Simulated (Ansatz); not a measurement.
# AlH5O3S (built from SMILES O.[OH][Al]([OH])[SH]): search for a transition state

Wanted: the transition state of a four-centre ligand exchange (form Al1–O6, S2–H5 and break Al1–S2, H5–O6). The guess is relaxed with those distances held, a saddle search follows, and vibrations and two downhill relaxations check it.

Computed with Ansatz 0.2.0, Gaussian basis. Level: PBE0-D4, def2-SVP first, then def2-TZVP.

152 further runs of the same task are left out: 152 set aside as unsound or not needed.

## (1) Starting geometry

The guess: 10 atoms, charge 0, spin multiplicity 1.

Atoms are counted from 1 here; the program's logs count them from 0.

Bond lengths: Al1–S2 2.392 Å, Al1–O3 1.642 Å, Al1–O4 1.649 Å, Al1–H5 1.893 Å, Al1–O6 1.795 Å, S2–H7 1.326 Å, O3–H8 0.942 Å, O4–H9 0.942 Å, H5–O6 1.174 Å, O6–H10 0.956 Å. Angles: S2–Al1–O3 109.4°, S2–Al1–O4 105.6°, S2–Al1–H5 43.9°, S2–Al1–O6 80.9°, O3–Al1–O4 129.8°, O3–Al1–H5 116.3°, O3–Al1–O6 111.1°, O4–Al1–H5 113.9°, O4–Al1–O6 109.1°, H5–Al1–O6 37.0°, Al1–S2–H7 92.5°, Al1–O3–H8 169.3°, Al1–O4–H9 161.4°, Al1–H5–O6 67.0°, Al1–O6–H5 76.0°, Al1–O6–H10 160.1°, H5–O6–H10 122.9°.

Coordinates:

```tsv
atom	x (Å)	y (Å)	z (Å)
Al1	0.1009	-0.4350	0.2451
S2	0.8844	0.9584	-1.5340
O3	1.3644	-0.8508	1.2081
O4	-1.0767	-1.3798	-0.4178
H5	-0.0364	1.3956	-0.2156
O6	-0.6214	1.1235	0.7656
H7	-0.1840	0.7070	-2.2788
H8	2.1537	-1.1641	1.6150
H9	-1.5541	-2.1368	-0.7127
H10	-1.0307	1.7822	1.3251
```

Distances that are to change: Al1–O6 1.79 Å, S2–H5 1.67 Å, Al1–S2 2.39 Å, H5–O6 1.17 Å.

## (2) Relaxing the guess with the reacting distances held

File hold/in.yaml:

```yaml
crystal:
  periodic: [false, false, false]
  atoms:
    - {symbol: Al, position_ang: [0.100900, -0.435000, 0.245100]}
    - {symbol: S, position_ang: [0.884400, 0.958400, -1.534000]}
    - {symbol: O, position_ang: [1.364400, -0.850800, 1.208100]}
    - {symbol: O, position_ang: [-1.076700, -1.379800, -0.417800]}
    - {symbol: H, position_ang: [-0.036400, 1.395600, -0.215600]}
    - {symbol: O, position_ang: [-0.621400, 1.123500, 0.765600]}
    - {symbol: H, position_ang: [-0.184000, 0.707000, -2.278800]}
    - {symbol: H, position_ang: [2.153700, -1.164100, 1.615000]}
    - {symbol: H, position_ang: [-1.554100, -2.136800, -0.712700]}
    - {symbol: H, position_ang: [-1.030700, 1.782200, 1.325100]}
basis:
  gaussian: {orbitals: def2-SVP}
hamiltonian: {xc: pbe0, dispersion: d4}
relax: {f_tol: 0.04, max_steps: 150, escape_saddle: false, constraints: [{distance: [0, 5]}, {distance: [1, 4]}, {distance: [0, 1]}, {distance: [4, 5]}]}
```

Command:

```console
ansatz run in.yaml --threads 4 --pin off --events-out ev --progress --plain --max-ram 9574MiB
```

Standard output:

```text
Functional definition: PBE0
  name "PBE0"
  cite "Adamo & Barone, J. Chem. Phys. 110, 6158 (1999) doi:10.1063/1.478522"
  cite "Perdew, Burke & Ernzerhof, Phys. Rev. Lett. 77, 3865 (1996) doi:10.1103/PhysRevLett.77.3865"
  parent pbe
  parameter a = 0.25
  parameter kappa = 0.804
  parameter beta = 0.06672455060314922
  exchange = (1 - a)*pbe_x(kappa = kappa, mu = beta*pi^2/3) + a*exact_x
  correlation = pbe_c(beta = beta)
1032 factors; integrals over basis functions are off by at most 3.4e-4 eV
mean field evaluation 1: about -23623.7059 eV, gradient 8.3e1 eV
mean field evaluation 2: about -23609.2429 eV, gradient 1.2e2 eV
mean field evaluation 4: about -23635.2810 eV, gradient 2.6e0 eV
mean field evaluation 8: about -23635.2953 eV, gradient 1.5e-1 eV
mean field evaluation 16: about -23635.2954 eV, gradient 4.9e-5 eV
mean field -23635.29535824 eV, -868.5810838368 hartree, gradient 4.9e-5 eV, S^2 0.000000; 0 other end points of the search recorded, 0 dependent functions left out
the calculation of the forces begins
reference -23635.29538658 eV, -868.5810848783 hartree; 29, 29 occupied and 74, 74 virtual orbitals, 1032 factors
relax step   1: F+E_penalty+E_count = -23635.47871750 eV  Δ(F+E_penalty+E_count) = +0.000e0 eV  max|allowed force component| = 1.098e0 eV/Å  Δτ_max = 0.0000 Å  (25 SCF iters, accepted)
  distance Al 0 - O 5 held at 1.794870 Å   reaction = -3.6357e-1 eV/Å
  distance S 1 - H 4 held at 1.666492 Å   reaction = -5.0828e-1 eV/Å
  distance Al 0 - S 1 held at 2.391784 Å   reaction = +3.4679e-1 eV/Å
  distance H 4 - O 5 held at 1.174315 Å   reaction = +1.2877e-1 eV/Å
these checks for a lower state are left out or cut short: starts, cluster_reference, orbital_swaps, neighbouring_geometries, increment
1032 factors; integrals over basis functions are off by at most 2.7e-4 eV
mean field -23635.44263771 eV, -868.5864962574 hartree, gradient 5.9e-6 eV, S^2 0.000000; 0 other end points of the search recorded, 0 dependent functions left out
the calculation of the forces begins
reference -23635.44266598 eV, -868.5864972962 hartree; 29, 29 occupied and 74, 74 virtual orbitals, 1032 factors
relax step   2: F+E_penalty+E_count = -23635.62463547 eV  Δ(F+E_penalty+E_count) = -1.459e-1 eV  max|allowed force component| = 4.426e-1 eV/Å  Δτ_max = 0.1136 Å  (27 SCF iters, accepted)
  distance Al 0 - O 5 held at 1.794870 Å   reaction = -7.3006e-1 eV/Å
  distance S 1 - H 4 held at 1.666492 Å   reaction = -5.5589e-1 eV/Å
  distance Al 0 - S 1 held at 2.391784 Å   reaction = +2.3048e-1 eV/Å
  distance H 4 - O 5 held at 1.174315 Å   reaction = +3.7226e-1 eV/Å
these checks for a lower state are left out or cut short: starts, cluster_reference, orbital_swaps, neighbouring_geometries, increment
1032 factors; integrals over basis functions are off by at most 2.7e-4 eV
mean field -23635.49439599 eV, -868.5883983392 hartree, gradient 1.4e-5 eV, S^2 0.000000; 0 other end points of the search recorded, 0 dependent functions left out
the calculation of the forces begins
reference -23635.49442440 eV, -868.5883993830 hartree; 29, 29 occupied and 74, 74 virtual orbitals, 1032 factors
relax step   3: F+E_penalty+E_count = -23635.67492435 eV  Δ(F+E_penalty+E_count) = -5.029e-2 eV  max|allowed force component| = 3.184e-1 eV/Å  Δτ_max = 0.1117 Å  (27 SCF iters, accepted)
  distance Al 0 - O 5 held at 1.794870 Å   reaction = -1.0414e0 eV/Å
  distance S 1 - H 4 held at 1.666492 Å   reaction = -5.9408e-1 eV/Å
  distance Al 0 - S 1 held at 2.391784 Å   reaction = +2.1639e-2 eV/Å
  distance H 4 - O 5 held at 1.174315 Å   reaction = +3.6605e-1 eV/Å
these checks for a lower state are left out or cut short: starts, cluster_reference, orbital_swaps, neighbouring_geometries, increment
1032 factors; integrals over basis functions are off by at most 2.7e-4 eV
mean field evaluation 32: about -23635.5190 eV, gradient 4.7e-2 eV
mean field -23635.51613407 eV, -868.5891971988 hartree, gradient 6.7e-5 eV, S^2 0.000000; 0 other end points of the search recorded, 0 dependent functions left out
the calculation of the forces begins
reference -23635.51616233 eV, -868.5891982374 hartree; 29, 29 occupied and 74, 74 virtual orbitals, 1032 factors
relax step   4: F+E_penalty+E_count = -23635.69664247 eV  Δ(F+E_penalty+E_count) = -2.172e-2 eV  max|allowed force component| = 2.634e-1 eV/Å  Δτ_max = 0.0708 Å  (24 SCF iters, accepted)
  distance Al 0 - O 5 held at 1.794870 Å   reaction = -1.0708e0 eV/Å
  distance S 1 - H 4 held at 1.666492 Å   reaction = -5.7053e-1 eV/Å
  distance Al 0 - S 1 held at 2.391784 Å   reaction = +2.9937e-2 eV/Å
  distance H 4 - O 5 held at 1.174315 Å   reaction = +2.9349e-1 eV/Å
these checks for a lower state are left out or cut short: starts, cluster_reference, orbital_swaps, neighbouring_geometries, increment
1032 factors; integrals over basis functions are off by at most 3.1e-4 eV
mean field -23635.63552159 eV, -868.5935846094 hartree, gradient 8.3e-5 eV, S^2 0.000000; 0 other end points of the search recorded, 0 dependent functions left out
the calculation of the forces begins
reference -23635.63554999 eV, -868.5935856530 hartree; 29, 29 occupied and 74, 74 virtual orbitals, 1032 factors
relax step   5: F+E_penalty+E_count = -23635.81583574 eV  Δ(F+E_penalty+E_count) = -1.192e-1 eV  max|allowed force component| = 7.745e-1 eV/Å  Δτ_max = 0.2000 Å  (28 SCF iters, accepted)
  distance Al 0 - O 5 held at 1.794870 Å   reaction = -9.8944e-1 eV/Å
  distance S 1 - H 4 held at 1.666492 Å   reaction = -7.0583e-1 eV/Å
  distance Al 0 - S 1 held at 2.391784 Å   reaction = +1.4686e-1 eV/Å
  distance H 4 - O 5 held at 1.174315 Å   reaction = -1.8401e-1 eV/Å
these checks for a lower state are left out or cut short: starts, cluster_reference, orbital_swaps, neighbouring_geometries, increment
1032 factors; integrals over basis functions are off by at most 3.2e-4 eV
mean field -23635.71710852 eV, -868.5965828736 hartree, gradient 9.6e-6 eV, S^2 0.000000; 0 other end points of the search recorded, 0 dependent functions left out
the calculation of the forces begins
reference -23635.71713681 eV, -868.5965839133 hartree; 29, 29 occupied and 74, 74 virtual orbitals, 1032 factors
relax step   6: F+E_penalty+E_count = -23635.89738402 eV  Δ(F+E_penalty+E_count) = -8.155e-2 eV  max|allowed force component| = 1.517e-1 eV/Å  Δτ_max = 0.2000 Å  (27 SCF iters, accepted)
  distance Al 0 - O 5 held at 1.794870 Å   reaction = -8.9283e-1 eV/Å
  distance S 1 - H 4 held at 1.666492 Å   reaction = -6.6774e-1 eV/Å
  distance Al 0 - S 1 held at 2.391784 Å   reaction = +1.1811e-1 eV/Å
  distance H 4 - O 5 held at 1.174315 Å   reaction = -1.3941e-2 eV/Å
these checks for a lower state are left out or cut short: starts, cluster_reference, orbital_swaps, neighbouring_geometries, increment
1032 factors; integrals over basis functions are off by at most 3.4e-4 eV
mean field -23635.72526027 eV, -868.5968824449 hartree, gradient 8.3e-6 eV, S^2 0.000000; 0 other end points of the search recorded, 0 dependent functions left out
the calculation of the forces begins
reference -23635.72528851 eV, -868.5968834829 hartree; 29, 29 occupied and 74, 74 virtual orbitals, 1032 factors
relax step   7: F+E_penalty+E_count = -23635.90535041 eV  Δ(F+E_penalty+E_count) = -7.966e-3 eV  max|allowed force component| = 1.832e-1 eV/Å  Δτ_max = 0.1999 Å  (27 SCF iters, accepted)
  distance Al 0 - O 5 held at 1.794870 Å   reaction = -9.3019e-1 eV/Å
  distance S 1 - H 4 held at 1.666492 Å   reaction = -6.6327e-1 eV/Å
  distance Al 0 - S 1 held at 2.391784 Å   reaction = +9.3365e-2 eV/Å
  distance H 4 - O 5 held at 1.174315 Å   reaction = +9.0213e-2 eV/Å
these checks for a lower state are left out or cut short: starts, cluster_reference, orbital_swaps, neighbouring_geometries, increment
1032 factors; integrals over basis functions are off by at most 3.3e-4 eV
mean field -23635.74156547 eV, -868.5974816501 hartree, gradient 2.3e-5 eV, S^2 0.000000; 0 other end points of the search recorded, 0 dependent functions left out
the calculation of the forces begins
reference -23635.74159384 eV, -868.5974826927 hartree; 29, 29 occupied and 74, 74 virtual orbitals, 1032 factors
relax step   8: F+E_penalty+E_count = -23635.92209451 eV  Δ(F+E_penalty+E_count) = -1.674e-2 eV  max|allowed force component| = 8.600e-2 eV/Å  Δτ_max = 0.1519 Å  (26 SCF iters, accepted)
  distance Al 0 - O 5 held at 1.794870 Å   reaction = -9.9070e-1 eV/Å
  distance S 1 - H 4 held at 1.666492 Å   reaction = -7.6495e-1 eV/Å
  distance Al 0 - S 1 held at 2.391784 Å   reaction = +1.1824e-1 eV/Å
  distance H 4 - O 5 held at 1.174315 Å   reaction = +6.2099e-2 eV/Å
these checks for a lower state are left out or cut short: starts, cluster_reference, orbital_swaps, neighbouring_geometries, increment
1032 factors; integrals over basis functions are off by at most 3.2e-4 eV
mean field evaluation 64: about -23635.7353 eV, gradient 2.8e-1 eV
mean field -23635.73276691 eV, -868.5971583087 hartree, gradient 8.5e-6 eV, S^2 0.000000; 0 other end points of the search recorded, 0 dependent functions left out
the calculation of the forces begins
reference -23635.73279533 eV, -868.5971593531 hartree; 29, 29 occupied and 74, 74 virtual orbitals, 1032 factors
relax step   9: F+E_penalty+E_count = -23635.91385058 eV  Δ(F+E_penalty+E_count) = +8.244e-3 eV  max|allowed force component| = 9.565e-1 eV/Å  Δτ_max = 0.1238 Å  (27 SCF iters, rejected (line search))
  distance Al 0 - O 5 held at 1.794870 Å   reaction = -1.1289e0 eV/Å
  distance S 1 - H 4 held at 1.666492 Å   reaction = -7.4299e-1 eV/Å
  distance Al 0 - S 1 held at 2.391784 Å   reaction = +2.1374e-1 eV/Å
  distance H 4 - O 5 held at 1.174315 Å   reaction = -1.0033e-1 eV/Å
these checks for a lower state are left out or cut short: starts, cluster_reference, orbital_swaps, neighbouring_geometries, increment
1032 factors; integrals over basis functions are off by at most 3.2e-4 eV
mean field -23635.74409273 eV, -868.5975745251 hartree, gradient 1.3e-5 eV, S^2 0.000000; 0 other end points of the search recorded, 0 dependent functions left out
the calculation of the forces begins
reference -23635.74412112 eV, -868.5975755682 hartree; 29, 29 occupied and 74, 74 virtual orbitals, 1032 factors
relax step  10: F+E_penalty+E_count = -23635.92487296 eV  Δ(F+E_penalty+E_count) = -2.778e-3 eV  max|allowed force component| = 2.197e-1 eV/Å  Δτ_max = 0.0606 Å  (27 SCF iters, accepted)
  distance Al 0 - O 5 held at 1.794870 Å   reaction = -1.0409e0 eV/Å
  distance S 1 - H 4 held at 1.666492 Å   reaction = -7.4590e-1 eV/Å
  distance Al 0 - S 1 held at 2.391784 Å   reaction = +1.7094e-1 eV/Å
  distance H 4 - O 5 held at 1.174315 Å   reaction = -1.7274e-2 eV/Å
these checks for a lower state are left out or cut short: starts, cluster_reference, orbital_swaps, neighbouring_geometries, increment
1032 factors; integrals over basis functions are off by at most 3.1e-4 eV
mean field -23635.74769670 eV, -868.5977069687 hartree, gradient 2.3e-5 eV, S^2 0.000000; 0 other end points of the search recorded, 0 dependent functions left out
the calculation of the forces begins
reference -23635.74772512 eV, -868.5977080129 hartree; 29, 29 occupied and 74, 74 virtual orbitals, 1032 factors
relax step  11: F+E_penalty+E_count = -23635.92850297 eV  Δ(F+E_penalty+E_count) = -3.630e-3 eV  max|allowed force component| = 1.239e-1 eV/Å  Δτ_max = 0.0999 Å  (27 SCF iters, accepted)
  distance Al 0 - O 5 held at 1.794870 Å   reaction = -1.0499e0 eV/Å
  distance S 1 - H 4 held at 1.666492 Å   reaction = -7.3857e-1 eV/Å
  distance Al 0 - S 1 held at 2.391784 Å   reaction = +1.6279e-1 eV/Å
  distance H 4 - O 5 held at 1.174315 Å   reaction = +4.5830e-2 eV/Å
these checks for a lower state are left out or cut short: starts, cluster_reference, orbital_swaps, neighbouring_geometries, increment
1032 factors; integrals over basis functions are off by at most 2.8e-4 eV
mean field -23635.74956234 eV, -868.5977755295 hartree, gradient 1.9e-5 eV, S^2 0.000000; 0 other end points of the search recorded, 0 dependent functions left out
the calculation of the forces begins
reference -23635.74959083 eV, -868.5977765766 hartree; 29, 29 occupied and 74, 74 virtual orbitals, 1032 factors
relax step  12: F+E_penalty+E_count = -23635.93050743 eV  Δ(F+E_penalty+E_count) = -2.004e-3 eV  max|allowed force component| = 1.603e-1 eV/Å  Δτ_max = 0.1234 Å  (26 SCF iters, accepted)
  distance Al 0 - O 5 held at 1.794870 Å   reaction = -1.0803e0 eV/Å
  distance S 1 - H 4 held at 1.666492 Å   reaction = -7.6552e-1 eV/Å
  distance Al 0 - S 1 held at 2.391784 Å   reaction = +2.1098e-1 eV/Å
  distance H 4 - O 5 held at 1.174315 Å   reaction = -9.9695e-3 eV/Å
these checks for a lower state are left out or cut short: starts, cluster_reference, orbital_swaps, neighbouring_geometries, increment
1032 factors; integrals over basis functions are off by at most 2.9e-4 eV
mean field evaluation 96: about -23635.7574 eV, gradient 9.5e-6 eV
mean field -23635.75742581 eV, -868.5980645066 hartree, gradient 9.6e-6 eV, S^2 0.000000; 0 other end points of the search recorded, 0 dependent functions left out
the calculation of the forces begins
reference -23635.75745438 eV, -868.5980655565 hartree; 29, 29 occupied and 74, 74 virtual orbitals, 1032 factors
relax step  13: F+E_penalty+E_count = -23635.93840876 eV  Δ(F+E_penalty+E_count) = -7.901e-3 eV  max|allowed force component| = 2.412e-2 eV/Å  Δτ_max = 0.0825 Å  (27 SCF iters, accepted)
  distance Al 0 - O 5 held at 1.794870 Å   reaction = -1.1101e0 eV/Å
  distance S 1 - H 4 held at 1.666492 Å   reaction = -7.7052e-1 eV/Å
  distance Al 0 - S 1 held at 2.391784 Å   reaction = +2.3640e-1 eV/Å
  distance H 4 - O 5 held at 1.174315 Å   reaction = -1.3550e-2 eV/Å
these checks for a lower state are left out or cut short: starts, cluster_reference, orbital_swaps, neighbouring_geometries, increment
1032 factors; integrals over basis functions are off by at most 3.3e-4 eV
mean field -23635.56868388 eV, -868.5911283686 hartree, gradient 8.2e-5 eV, S^2 0.000000; 0 other end points of the search recorded, 0 dependent functions left out
the calculation of the forces begins
reference -23635.56871270 eV, -868.5911294279 hartree; 29, 29 occupied and 74, 74 virtual orbitals, 1032 factors
relax step  14: F+E_penalty+E_count = -23635.74924134 eV  Δ(F+E_penalty+E_count) = +1.892e-1 eV  max|allowed force component| = 2.269e0 eV/Å  Δτ_max = 0.1951 Å  (29 SCF iters, rejected (line search))
  distance Al 0 - O 5 held at 1.794870 Å   reaction = -1.2676e0 eV/Å
  distance S 1 - H 4 held at 1.666492 Å   reaction = -8.0382e-1 eV/Å
  distance Al 0 - S 1 held at 2.391784 Å   reaction = +2.7795e-1 eV/Å
  distance H 4 - O 5 held at 1.174315 Å   reaction = -8.1500e-2 eV/Å
these checks for a lower state are left out or cut short: starts, cluster_reference, orbital_swaps, neighbouring_geometries, increment
1032 factors; integrals over basis functions are off by at most 3.0e-4 eV
mean field -23635.75863182 eV, -868.5981088266 hartree, gradient 8.4e-5 eV, S^2 0.000000; 0 other end points of the search recorded, 0 dependent functions left out
the calculation of the forces begins
reference -23635.75866040 eV, -868.5981098772 hartree; 29, 29 occupied and 74, 74 virtual orbitals, 1032 factors
relax step  15: F+E_penalty+E_count = -23635.93953815 eV  Δ(F+E_penalty+E_count) = -1.129e-3 eV  max|allowed force component| = 1.658e-1 eV/Å  Δτ_max = 0.0338 Å  (24 SCF iters, accepted)
  distance Al 0 - O 5 held at 1.794870 Å   reaction = -1.1231e0 eV/Å
  distance S 1 - H 4 held at 1.666492 Å   reaction = -7.7070e-1 eV/Å
  distance Al 0 - S 1 held at 2.391784 Å   reaction = +2.3080e-1 eV/Å
  distance H 4 - O 5 held at 1.174315 Å   reaction = -1.2754e-2 eV/Å
these checks for a lower state are left out or cut short: starts, cluster_reference, orbital_swaps, neighbouring_geometries, increment
1032 factors; integrals over basis functions are off by at most 3.1e-4 eV
mean field -23635.76019000 eV, -868.5981660887 hartree, gradient 8.4e-5 eV, S^2 0.000000; 0 other end points of the search recorded, 0 dependent functions left out
the calculation of the forces begins
reference -23635.76021855 eV, -868.5981671381 hartree; 29, 29 occupied and 74, 74 virtual orbitals, 1032 factors
relax step  16: F+E_penalty+E_count = -23635.94111967 eV  Δ(F+E_penalty+E_count) = -1.582e-3 eV  max|allowed force component| = 6.690e-2 eV/Å  Δτ_max = 0.0411 Å  (25 SCF iters, accepted)
  distance Al 0 - O 5 held at 1.794870 Å   reaction = -1.1399e0 eV/Å
  distance S 1 - H 4 held at 1.666492 Å   reaction = -7.7243e-1 eV/Å
  distance Al 0 - S 1 held at 2.391784 Å   reaction = +2.4415e-1 eV/Å
  distance H 4 - O 5 held at 1.174315 Å   reaction = -1.3414e-2 eV/Å
these checks for a lower state are left out or cut short: starts, cluster_reference, orbital_swaps, neighbouring_geometries, increment
1032 factors; integrals over basis functions are off by at most 3.1e-4 eV
mean field -23635.76042627 eV, -868.5981747714 hartree, gradient 8.1e-5 eV, S^2 0.000000; 0 other end points of the search recorded, 0 dependent functions left out
the calculation of the forces begins
reference -23635.76045480 eV, -868.5981758200 hartree; 29, 29 occupied and 74, 74 virtual orbitals, 1032 factors
relax step  17: F+E_penalty+E_count = -23635.94133440 eV  Δ(F+E_penalty+E_count) = -2.147e-4 eV  max|allowed force component| = 3.011e-2 eV/Å  Δτ_max = 0.0175 Å  (24 SCF iters, accepted)
  distance Al 0 - O 5 held at 1.794870 Å   reaction = -1.1338e0 eV/Å
  distance S 1 - H 4 held at 1.666492 Å   reaction = -7.6655e-1 eV/Å
  distance Al 0 - S 1 held at 2.391784 Å   reaction = +2.3277e-1 eV/Å
  distance H 4 - O 5 held at 1.174315 Å   reaction = -7.6736e-3 eV/Å
1032 factors; integrals over basis functions are off by at most 3.1e-4 eV
mean field evaluation 128: about -23635.7604 eV, gradient 4.9e-2 eV
mean field -23635.76042627 eV, -868.5981747714 hartree, gradient 8.1e-5 eV, S^2 0.000000; 1 other end points of the search recorded, 0 dependent functions left out
the calculation of the forces begins
reference -23635.76045480 eV, -868.5981758200 hartree; 29, 29 occupied and 74, 74 virtual orbitals, 1032 factors
Total energy: -23635.94136293 eV, -868.6048240714 hartree
Atom 0 at     0.069836    -0.375477     0.140542 Å, force     0.628812    -0.802438    -0.433404 eV/Å
Atom 1 at     0.860099     1.140210    -1.532422 Å, force     0.394419    -0.350299    -0.396893 eV/Å
Atom 2 at     1.166520    -0.692825     1.416834 Å, force    -0.006802    -0.001898    -0.022769 eV/Å
Atom 3 at    -0.912071    -1.534767    -0.636232 Å, force    -0.009227    -0.013120     0.002898 eV/Å
Atom 4 at    -0.167246     1.583161    -0.297289 Å, force    -0.456739     0.214413     0.579092 eV/Å
Atom 5 at    -0.759388     1.143524     0.616550 Å, force    -0.551031     0.951510     0.294498 eV/Å
Atom 6 at    -0.132034     0.824001    -2.394233 Å, force    -0.001786    -0.012590    -0.007424 eV/Å
Atom 7 at     1.802839    -1.408746     1.415761 Å, force    -0.007016     0.007731    -0.005128 eV/Å
Atom 8 at    -1.350506    -2.258856    -0.188034 Å, force     0.000712     0.007717    -0.008265 eV/Å
Atom 9 at    -0.577949     1.579975     1.458521 Å, force     0.008657    -0.001025    -0.002605 eV/Å
Dipole moment:    -0.155593    -0.019354     0.360231 e Å
```

Wall time 27 s (4 threads of Arm Neoverse V1, shared host).

Step by step: (the energy doesn't fall at every step)

```tsv
step	energy from step 1 (eV)	largest force component (eV/Å)
1	0.0000	1.0978
2	-0.1459	0.4426
3	-0.1962	0.3184
4	-0.2179	0.2634
5	-0.3371	0.7745
6	-0.4187	0.1517
7	-0.4266	0.1832
8	-0.4434	0.0860
9	-0.4351	0.9565
10	-0.4462	0.2197
11	-0.4498	0.1239
12	-0.4518	0.1603
13	-0.4597	0.0241
14	-0.2705	2.2695
15	-0.4608	0.1658
16	-0.4624	0.0669
17	-0.4626	0.0301
```

Distances of close pairs at the start and the end, largest changes first:

```tsv
bond	before (Å)	after (Å)	change (Å)
Al1–H5	1.893	2.021	+0.128
Al1–O3	1.642	1.712	+0.070
Al1–O4	1.649	1.706	+0.057
S2–H7	1.326	1.352	+0.025
O3–H8	0.942	0.958	+0.016
O4–H9	0.942	0.958	+0.016
O6–H10	0.956	0.966	+0.009
Al1–O6	1.795	1.795	+0.000
```

[end of part 1 of 3]
